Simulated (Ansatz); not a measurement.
# CH₆InNO: up Jacob's ladder to CCSD(T)

One table from this session's results is given with a row withheld; the runs are named, their logs left out.

Method: functionals in def2-TZVPP, the program's frozen cores in correlated methods; program: Ansatz 0.2.0, Gaussian basis.

The runs, in order: PBE-D4, r2SCAN-D4, PBE0-D4, B3LYP-D4, ωB97X-V, ωB97M-V, B2PLYP; CCSD(T)/def2-TZVPP; MP2/def2-QZVPP; extrapolation to the limit.

## Structure used throughout

The geometry comes from an earlier relaxation with PBE0-D4 in a triple-zeta def2 set; it is a stationary point, not always the lowest conformer. In takes the def2 core potential; no spin-orbit term is included.

10 atoms, charge 0, spin multiplicity 1.

Atoms are counted from 1 here; the program's logs count them from 0.

Bond lengths: C1–N2 1.442 Å, C1–H5 1.098 Å, C1–H6 1.093 Å, C1–H7 1.098 Å, N2–In3 2.005 Å, N2–H8 1.007 Å, In3–O4 1.990 Å, In3–H9 1.693 Å, O4–H10 0.959 Å. Angles: N2–C1–H5 112.6°, N2–C1–H6 110.3°, N2–C1–H7 112.7°, H5–C1–H6 106.6°, H5–C1–H7 107.6°, H6–C1–H7 106.7°, C1–N2–In3 127.6°, C1–N2–H8 113.0°, In3–N2–H8 119.4°, N2–In3–O4 112.2°, N2–In3–H9 128.1°, O4–In3–H9 119.8°, In3–O4–H10 113.5°.

The first run:

File in.yaml:

```yaml
crystal:
  periodic: [false, false, false]
  atoms:
    - {symbol: C, position_ang: [-1.070768, 0.156153, -0.946703]}
    - {symbol: N, position_ang: [-0.653753, -0.629875, 0.188598]}
    - {symbol: In, position_ang: [1.049734, -0.462956, 1.232679]}
    - {symbol: O, position_ang: [2.213543, 0.995616, 0.542322]}
    - {symbol: H, position_ang: [-2.018484, 0.681481, -0.770077]}
    - {symbol: H, position_ang: [-0.325473, 0.923709, -1.171886]}
    - {symbol: H, position_ang: [-1.189581, -0.444438, -1.858306]}
    - {symbol: H, position_ang: [-1.319089, -1.342948, 0.439440]}
    - {symbol: H, position_ang: [1.553197, -1.381482, 2.562137]}
    - {symbol: H, position_ang: [1.843775, 1.453440, -0.215403]}
basis:
  gaussian: {orbitals: def2-TZVPP}
hamiltonian: {xc: pbe, dispersion: d4}
output: {forces: true, orbitals: {seedname: orbitals}}
```

On the command line:

```bash
$ ansatz run in.yaml --threads 4 --pin off --events-out ev --progress --plain --max-ram 10444MiB
```

Among the steps run: PBE-D4 (GGA); r2SCAN-D4 (meta-GGA); PBE0-D4 (hybrid); B3LYP-D4 (hybrid); ωB97X-V (range-separated); ωB97M-V (range-separated); B2PLYP (double hybrid); CCSD(T) in def2-TZVPP; MP2 in def2-QZVPP.

One table of the session follows, with a row left open; its other results are not shown here.

```
            method  atoms, summed (eV)  atomisation energy (eV)
            PBE-D4           -9808.421                   34.083
         r2SCAN-D4           -9813.884                   33.408
           PBE0-D4           -9809.378                   33.278
          B3LYP-D4           -9816.760                   33.400
           ωB97X-V           -9812.136                   33.694
           ωB97M-V           -9810.839                   33.622
            B2PLYP           -9805.426                   33.076
     HF/def2-TZVPP           -9772.146                   22.677
    MP2/def2-TZVPP                   ?                        ?
   CCSD/def2-TZVPP           -9788.520                   32.100
CCSD(T)/def2-TZVPP           -9788.884                   32.666
           MP2/CBS           -9797.563                   34.104
       CCSD(T)/CBS           -9799.305                   33.747
```

**Question.** Estimate the row for MP2/def2-TZVPP.

**Answer.** atoms, summed (eV): -9787.142; atomisation energy (eV): 33.023. In the column «atoms, summed (eV)» it lies between CCSD/def2-TZVPP (-9788.520) and HF/def2-TZVPP (-9772.146).

Limits of these values: Free atoms (1 C, 1 N, 1 In, 1 O, 6 H) were run apart at each level; the atomisation energy is their sum less the molecule, without zero-point or spin-orbit terms.
